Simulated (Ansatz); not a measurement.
**singlet CH2NSn− at 6 levels**

Aim: a comparison of 6 runs (HF/def2-SVPD, B2PLYP/def2-SVPD, PBE-QIDH/def2-SVPD, PBE/def2-SVPD, r2SCAN0/def2-SVPD, BCCD(T)/def2-SVPD) of singlet CH2NSn−. 

The results are computed with Ansatz 0.2.0.

60 further runs of the same task are left out: 60 set aside as unsound or not needed. Runs told in other sessions of the task aren't counted.

## (1) The system as given

The species is CH2NSn− (5 atoms), meant as a singlet with charge -1. As SMILES of the parent species, `N#[C][SnH2]`. The coordinates come from a PBE0-D4/def2-TZVP relaxation. That shape belongs to the parent species and isn't relaxed for this state.

Bond lengths: N1–C2 1.154 Å, C2–Sn3 2.115 Å, Sn3–H4 1.710 Å, Sn3–H5 1.710 Å. Angles: N1–C2–Sn3 175.8°, C2–Sn3–H4 105.7°, C2–Sn3–H5 105.7°, H4–Sn3–H5 113.6°.

## (2) A single-point energy at HF/def2-SVPD (core potential) (run 1)

Contents of run.yaml:

```yaml
crystal:
  periodic: [false, false, false]
  atoms:
    - {symbol: N, position_ang: [0.833800, -1.535700, 1.665600]}
    - {symbol: C, position_ang: [0.506000, -0.851500, 0.796000]}
    - {symbol: Sn, position_ang: [0.009600, 0.331100, -0.886300]}
    - {symbol: H, position_ang: [-1.648500, 0.038200, -1.184000]}
    - {symbol: H, position_ang: [0.349000, 1.944400, -0.432600]}
basis:
  gaussian:
    orbitals: def2-SVPD
total_charge: -1
magnetization:
  spin_polarized: false
  initial_magnetization: 0
hamiltonian:
  xc: hf
accuracy: high
output:
  orbitals: {seedname: orbitals}
```

Started as:

```bash
$ ansatz run run.yaml --threads 1 --pin off --max-ram 3480MiB --events-out events.jsonl --progress --plain --runs-dir runs
```

Log:

```text
Warning: RAYON_NUM_THREADS=1 ignored (pool sized by the plan → 1); use --threads N
Functional definition: HF
  name "HF"
  exchange = exact_x
  correlation = 0
1938 factors; integrals over basis functions are off by at most 2.8e-9 eV
mean field evaluation 1: about -8345.2652 eV, gradient 2.1e1 eV
mean field evaluation 2: about -8345.3460 eV, gradient 2.1e1 eV
mean field evaluation 4: about -8347.0379 eV, gradient 3.7e0 eV
mean field evaluation 8: about -8347.0939 eV, gradient 7.6e-4 eV
mean field -8347.09394195 eV, -306.7500445031 hartree, gradient 7.2e-8 eV, S^2 0.000000; 0 other end points of the search recorded, 0 dependent functions left out
reference -8347.09394195 eV, -306.7500445031 hartree; 19, 19 occupied and 69, 69 virtual orbitals, 1938 factors
Total energy: -8347.09394195 eV, -306.7500445031 hartree
```

It took 2.5 s on 1 thread of Arm Neoverse V2, shared host; peak memory 0.24 GiB.

## (3) The energy at B2PLYP/def2-SVPD (core potential) (run 2)

Contents of job.yaml:

```yaml
crystal:
  periodic: [false, false, false]
  atoms:
    - {symbol: "N", position_ang: [0.833800, -1.535700, 1.665600]}
    - {symbol: C, position_ang: [0.506000, -0.851500, 0.796000]}
    - {symbol: Sn, position_ang: [0.009600, 0.331100, -0.886300]}
    - {symbol: H, position_ang: [-1.648500, 0.038200, -1.184000]}
    - {symbol: H, position_ang: [0.349000, 1.944400, -0.432600]}
basis:
  gaussian: {orbitals: def2-SVPD}
total_charge: -1
hamiltonian: {xc: {name: B2PLYP}}
correlation: {frozen_orbitals: {C: 1, H: 0, "N": 1, Sn: 4}}
accuracy: high
output: {orbitals: {seedname: orbitals}}
```

Started as:

```bash
$ ansatz run job.yaml --threads 1 --pin off --max-ram 3480MiB --events-out events.jsonl --progress --plain --runs-dir runs
```

Log, shortened:

```text
Warning: RAYON_NUM_THREADS=1 ignored (pool sized by the plan → 1); use --threads N
Functional definition: B2PLYP
  name "B2PLYP"
[...]
1938 factors; integrals over basis functions are off by at most 2.8e-9 eV
[...]
mean field -8375.33981561 eV, -307.7880612145 hartree, gradient 3.3e-8 eV, S^2 0.000000; 0 other end points of the search recorded, 0 dependent functions left out
6 core orbitals not correlated: weight in the atoms' cores, before any rotation towards them, 1.000 or more for the frozen orbitals, at most 0.000 for the correlated occupied ones
reference -8375.33983985 eV, -307.7880621051 hartree; 13, 13 occupied and 69, 69 virtual orbitals, 1938 factors
second order -14.39920257 eV of doubles, -0.00000000 eV of singles
Total energy: -8379.22762454 eV, -307.9309355574 hartree
```

It took 9.3 s on 1 thread of Arm Neoverse V2, shared host; peak memory 0.28 GiB.

Runs 3 to 4 aren't shown in full; the table further down has their settings and results.

## (4) The energy at r2SCAN0/def2-SVPD (core potential) (run 5)

Contents of run.yaml:

```yaml
crystal:
  periodic: [false, false, false]
  atoms:
    - symbol: N
      position_ang: [0.833800, -1.535700, 1.665600]
    - symbol: C
      position_ang: [0.506000, -0.851500, 0.796000]
    - symbol: Sn
      position_ang: [0.009600, 0.331100, -0.886300]
    - symbol: H
      position_ang: [-1.648500, 0.038200, -1.184000]
    - symbol: H
      position_ang: [0.349000, 1.944400, -0.432600]
basis:
  gaussian: {orbitals: def2-SVPD}
total_charge: -1
hamiltonian: {xc: {name: r2SCAN0}}
accuracy: high
output: {orbitals: {seedname: orbitals}}
```

Started as:

```bash
$ ansatz run run.yaml --threads 1 --pin off --max-ram 3480MiB --events-out events.jsonl --progress --plain --runs-dir runs
```

Log:

```text
Warning: RAYON_NUM_THREADS=1 ignored (pool sized by the plan → 1); use --threads N
Functional definition: r2SCAN0
  name "r2SCAN0"
  parameter a = 0.25
  parameter k0 = 0.174
  parameter k1 = 0.065
  parameter a1 = 4.9479
  exchange = (1 - a)*r2scan_x(k0 = k0, k1 = k1, a1 = a1) + a*exact_x
  correlation = r2scan_c
1938 factors; integrals over basis functions are off by at most 2.8e-9 eV
mean field evaluation 1: about -8387.7244 eV, gradient 1.5e1 eV
mean field evaluation 2: about -8387.1727 eV, gradient 2.3e1 eV
mean field evaluation 4: about -8388.3914 eV, gradient 9.7e-1 eV
mean field evaluation 8: about -8388.5076 eV, gradient 1.0e-1 eV
mean field evaluation 16: about -8388.5076 eV, gradient 2.8e-5 eV
mean field -8388.50761467 eV, -308.2719689043 hartree, gradient 9.3e-8 eV, S^2 0.000000; 0 other end points of the search recorded, 0 dependent functions left out
reference -8388.50761551 eV, -308.2719689352 hartree; 19, 19 occupied and 69, 69 virtual orbitals, 1938 factors
Total energy: -8388.50761551 eV, -308.2719689352 hartree
```

Wall time 12 s (1 thread of Arm Neoverse V2, shared host); peak memory 0.33 GiB.

## (5) The energy at BCCD(T)/def2-SVPD (core potential) (run 6)

Contents of job.yaml:

```yaml
crystal:
  periodic: [false, false, false]
  atoms:
    - symbol: "N"
      position_ang: [0.833800, -1.535700, 1.665600]
    - symbol: C
      position_ang: [0.506000, -0.851500, 0.796000]
    - symbol: Sn
      position_ang: [0.009600, 0.331100, -0.886300]
    - symbol: H
      position_ang: [-1.648500, 0.038200, -1.184000]
    - symbol: H
      position_ang: [0.349000, 1.944400, -0.432600]
basis:
  gaussian: {orbitals: def2-SVPD}
correlation: {method: bccd_t, frozen_orbitals: {C: 1, H: 0, "N": 1, Sn: 4}}
scf: {omitted_lower_state_checks: [cluster_reference, increment]}
total_charge: -1
accuracy: high
```

Started as:

```bash
$ ansatz run job.yaml --threads 1 --pin off --max-ram 3480MiB --events-out events.jsonl --progress --plain --runs-dir runs
```

Log, shortened:

```text
Warning: RAYON_NUM_THREADS=1 ignored (pool sized by the plan → 1); use --threads N
[... 2 set-up lines as earlier in the session ...]
[...]
1938 factors; integrals over basis functions are off by at most 2.8e-9 eV
[...]
mean field -8347.09394195 eV, -306.7500445031 hartree, gradient 7.2e-8 eV, S^2 0.000000; 0 other end points of the search recorded, 0 dependent functions left out
6 core orbitals not correlated: weight in the atoms' cores, before any rotation towards them, 1.000 or more for the frozen orbitals, at most 0.000 for the correlated occupied ones
reference -8347.09394195 eV, -306.7500445031 hartree; 13, 13 occupied and 69, 69 virtual orbitals, 1938 factors
second order -11.35686002 eV of doubles, -0.00000000 eV of singles
cycle   1  -11.46002407 eV  change   -1.0e-1 eV  update   1.0e-1
[...]
cycle  23  -11.96223718 eV  change   6.2e-10 eV  update   2.5e-9
perturbative correction -0.57130181 eV, -0.0209949544 hartree
Total energy: -8359.62748094 eV, -307.2106435657 hartree
Checks for a lower state left out: cluster_reference, increment
```

Wall time 27 s (1 thread of Arm Neoverse V2, shared host); peak memory 0.74 GiB.

## (6) The series

```tsv
run	level	frozen core orbitals	energy (Eh)	HOMO energy (eV)	LUMO energy (eV)	HOMO–LUMO gap (eV)	wall time
1	HF/def2-SVPD (core potential)	–	-306.750045	-1.91	5.55	7.45	2.5 s
2	B2PLYP/def2-SVPD (core potential)	6	-307.930936	-0.77	4.55	5.32	9.3 s
3	PBE-QIDH/def2-SVPD (core potential)	6	-307.876048	-1.38	4.91	6.29	8.4 s
4	PBE/def2-SVPD (core potential)	–	-308.174876	0.70	3.45	2.75	4.8 s
5	r2SCAN0/def2-SVPD (core potential)	–	-308.271969	-0.27	4.37	4.64	12 s
6	BCCD(T)/def2-SVPD (core potential)	6	-307.210644	–	–	–	27 s
```

## (7) Outcome

| quantity | value |
| --- | --- |
| run 6: total energy | -307.21064 Eh |
| run 6: correlation energy (6 core orbitals frozen) | -460.6 mEh |
| run 6: (T) correction | -20.99 mEh |

What this shows: Over runs 1, 2, 3, 4, 5 the HOMO–LUMO gap runs from 2.75 eV (PBE/def2-SVPD) to 7.45 eV (HF/def2-SVPD). Exact exchange widens orbital gaps. The empty levels of an anion lie above zero and hang on the basis. Totals of different functionals can't be ranked against each other. In run 4 the HOMO lies above zero, from self-interaction, a short basis or an electron that isn't bound. All runs together took 65 s, the longest 27 s.
